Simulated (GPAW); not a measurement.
Runs of GPAW 26.7.0 on GaGe3. It takes space group Pm-3m (No. 221, cubic). The conventional cell has a = 4.278 Å, b = 4.278 Å, c = 4.278 Å, α = 90.00°, β = 90.00°, γ = 90.00°. Ge (site symmetry 4/mmm) is surrounded by 8 Ge at 3.03 Å and 4 Ga at 3.03 Å. Ga (site symmetry m-3m) is surrounded by 12 Ge at 3.03 Å. The cell comes from a database or a generator and needn't be the stable form of this composition.

| level | gap on the mesh (eV) | pressure (GPa) | relaxed volume (Å³/atom) |
| --- | --- | --- | --- |
| PBEsol+D3(BJ) | none | -0.2 | 17.66 |
| PBEsol | none | 0.0 | (b) |
| PBEsol+D3(BJ)+ATM | none | -0.1 | (a) |
| PBEsol+D3 | none | -0.1 | 17.98 |
| PBEsol+D4 | none | -0.1 | 17.89 |

Alike in all rows: task relaxation of cell and atoms; potentials or basis PAW data sets generated in the run's folder for this functional, pw; no spin polarisation; cell relaxed; k mesh 6 × 6 × 6; cutoff (eV) 600; smearing fermi-dirac 0.05 eV.

**Question.** Estimate the missing entries.

**Answer.** (a) 17.74; (b) 18.40.

Caveats: later steps reuse the first step's grids; pairwise dispersion overbinds metals, which lowers pressure and volume (some runs).

A k mesh can miss the band edges, and the runs leave out spin-orbit coupling on Ga, Ge.

A gap of «none» marks a metal or a gap under the smearing width.
